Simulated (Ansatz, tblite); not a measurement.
# The cluster Li8H8: rung by rung

One table from this session's results is given with a row withheld; the runs are named, their logs left out.

Program: Ansatz 0.2.0, Gaussian basis. Level of theory: as each input shows. These are calculated values, not measurements.

Plan: GFN1-xTB, PBE-D4/def2-TZVP, r2SCAN-D4/def2-TZVP, CAM-B3LYP-D4/def2-TZVP, LDA/def2-TZVP, ωB97M-V/def2-TZVP, B3LYP-D4/def2-TZVP, ωB97X-V/def2-TZVP, PBE-QIDH/def2-TZVP, r2SCAN0-D4/def2-TZVP, PBE-D4/def2-SVP, PBE0-D4/def2-SVP, HF/STO-3G, HF/6-31G, B3LYP-D4/6-31G, PBE0-D4/def2-TZVPD, PBE-D4/def2-TZVPD, r2SCAN-D4/def2-TZVPD, CCSD(T)/def2-TZVP, RPA/def2-TZVP.

1 further run of the same task is left out (it didn't finish).

**The structure**

The singlet was relaxed beforehand with r2SCAN-D4/def2-SVP. At that level it is the lowest of the isomers that a small search found.

16 atoms, charge 0, spin multiplicity 1.

Bond lengths: Li1–Li2 2.957 Å, Li1–Li5 2.491 Å, Li1–Li8 2.530 Å, Li1–H11 1.860 Å, Li1–H12 1.799 Å, Li1–H14 1.799 Å, Li2–Li3 2.991 Å, Li2–Li5 2.530 Å, Li2–Li7 2.992 Å, Li2–H12 1.823 Å, Li2–H13 1.871 Å, Li2–H15 1.781 Å, Li3–Li4 2.530 Å, Li3–Li6 2.957 Å, Li3–Li8 2.992 Å, Li3–H9 1.823 Å, Li3–H14 1.782 Å, Li3–H15 1.871 Å and more. Angles: Li2–Li1–Li5 54.5°, Li2–Li1–Li8 84.3°, Li2–Li1–H11 93.1°, Li2–Li1–H12 35.5°, Li2–Li1–H14 84.0°, Li5–Li1–Li8 72.2°, Li5–Li1–H11 46.1°, Li5–Li1–H12 48.1°, Li5–Li1–H14 110.1°, Li8–Li1–H11 46.0°, Li8–Li1–H12 110.3°, Li8–Li1–H14 47.6°, H11–Li1–H12 94.0°, H11–Li1–H14 93.4°, H12–Li1–H14 119.3°, Li1–Li2–Li3 63.9°, Li1–Li2–Li5 53.3°, Li1–Li2–Li7 93.7° and more.

Geometry (Å):

```xyz
16
charge 0, multiplicity 1
Li    1.4399    0.8432   -2.0595
Li   -0.1891    1.9719    0.1353
Li   -1.4084   -0.3087   -1.3674
Li   -2.4919   -0.0317    0.9024
Li    2.2641    1.3596    0.2335
Li   -1.2123   -2.1689    0.9234
Li    0.2595   -0.3762    1.9343
Li    1.3386   -1.2890   -0.7011
H    -2.3314   -1.4517   -0.2884
H     0.5514   -1.8365    0.8007
H     2.6144   -0.0008   -0.8900
H     1.2092    2.2746   -0.9946
H     0.9247    1.1955    1.4233
H     0.2460   -0.5014   -2.0003
H    -1.7225    1.1399   -0.2250
H    -1.4922   -0.8199    2.1732
```

PBE0-D4/def2-TZVP was run before; its log isn't repeated, and its numbers join the tables.

The first run:

Tight binding, by tblite at 300 K electronic temperature and without a spin-polarisation term:

```python
tblite.interface.Calculator('GFN1-xTB', numbers, positions, charge=0, uhf=0).singlepoint()
```

start.molden holds the orbitals of an earlier run on this state, given as this run's starting guess.

The input, in.yaml:

```yaml
crystal:
  periodic: [false, false, false]
  atoms:
    - {symbol: Li, position_ang: [1.439866, 0.843244, -2.059488]}
    - {symbol: Li, position_ang: [-0.189051, 1.971941, 0.135313]}
    - {symbol: Li, position_ang: [-1.408382, -0.308712, -1.367379]}
    - {symbol: Li, position_ang: [-2.491911, -0.031704, 0.902418]}
    - {symbol: Li, position_ang: [2.264143, 1.359607, 0.233512]}
    - {symbol: Li, position_ang: [-1.212349, -2.168863, 0.923366]}
    - {symbol: Li, position_ang: [0.259522, -0.376198, 1.934277]}
    - {symbol: Li, position_ang: [1.338554, -1.289032, -0.701079]}
    - {symbol: H, position_ang: [-2.331361, -1.451701, -0.288358]}
    - {symbol: H, position_ang: [0.551432, -1.836508, 0.800747]}
    - {symbol: H, position_ang: [2.614385, -0.000848, -0.889958]}
    - {symbol: H, position_ang: [1.209181, 2.274631, -0.994627]}
    - {symbol: H, position_ang: [0.924715, 1.195512, 1.423350]}
    - {symbol: H, position_ang: [0.245959, -0.501377, -2.000258]}
    - {symbol: H, position_ang: [-1.722533, 1.139914, -0.225025]}
    - {symbol: H, position_ang: [-1.492173, -0.819906, 2.173179]}
basis:
  gaussian: {orbitals: def2-TZVP, initial_orbitals: start.molden}
hamiltonian: {xc: pbe, dispersion: d4}
scf: {omitted_lower_state_checks: [starts]}
output: {orbitals: {seedname: orbitals}}
```

On the command line:

```
> ansatz run in.yaml --threads 4 --pin off --events-out ev --progress --plain --max-ram 3916MiB
```

Among the steps run: PBE-D4/def2-TZVP; r2SCAN-D4/def2-TZVP; CAM-B3LYP-D4/def2-TZVP; LDA/def2-TZVP; ωB97M-V/def2-TZVP; B3LYP-D4/def2-TZVP; ωB97X-V/def2-TZVP; PBE-QIDH/def2-TZVP; r2SCAN0-D4/def2-TZVP; PBE-D4/def2-SVP; PBE0-D4/def2-SVP; HF/STO-3G; HF/6-31G; B3LYP-D4/6-31G; PBE0-D4/def2-TZVPD; PBE-D4/def2-TZVPD; r2SCAN-D4/def2-TZVPD; CCSD(T)/def2-TZVP; RPA/def2-TZVP.

One of the session's tables, all rows but one given; the rest of the session is left out.

| level | HOMO (eV) | gap (eV) |
| --- | --- | --- |
| HF/STO-3G | -8.74 | 11.43 |
| HF/6-31G | -9.25 | 10.33 |
| LDA/def2-TZVP | -5.37 | 3.91 |
| PBE-D4/def2-SVP | -5.15 | 3.89 |
| PBE-D4/def2-TZVP | -5.27 | 4.00 |
| PBE-D4/def2-TZVPD | -5.21 | 3.93 |
| r2SCAN-D4/def2-TZVP | ? | ? |
| r2SCAN-D4/def2-TZVPD | -5.40 | 4.66 |
| B3LYP-D4/6-31G | -6.27 | 5.49 |
| B3LYP-D4/def2-TZVP | -6.25 | 5.44 |
| PBE0-D4/def2-SVP | -6.31 | 5.59 |
| PBE0-D4/def2-TZVP | -6.42 | 5.73 |
| PBE0-D4/def2-TZVPD | -6.34 | 5.61 |
| r2SCAN0-D4/def2-TZVP | -6.56 | 6.20 |
| CAM-B3LYP-D4/def2-TZVP | -7.81 | 7.81 |
| ωB97X-V/def2-TZVP | -8.81 | 9.58 |
| ωB97M-V/def2-TZVP | -8.59 | 8.87 |

Estimate the missing values for r2SCAN-D4/def2-TZVP.

The run gave: HOMO (eV): -5.49; gap (eV): 4.72. In the column «HOMO (eV)» it lies between B3LYP-D4/def2-TZVP (-6.25) and r2SCAN-D4/def2-TZVPD (-5.40).
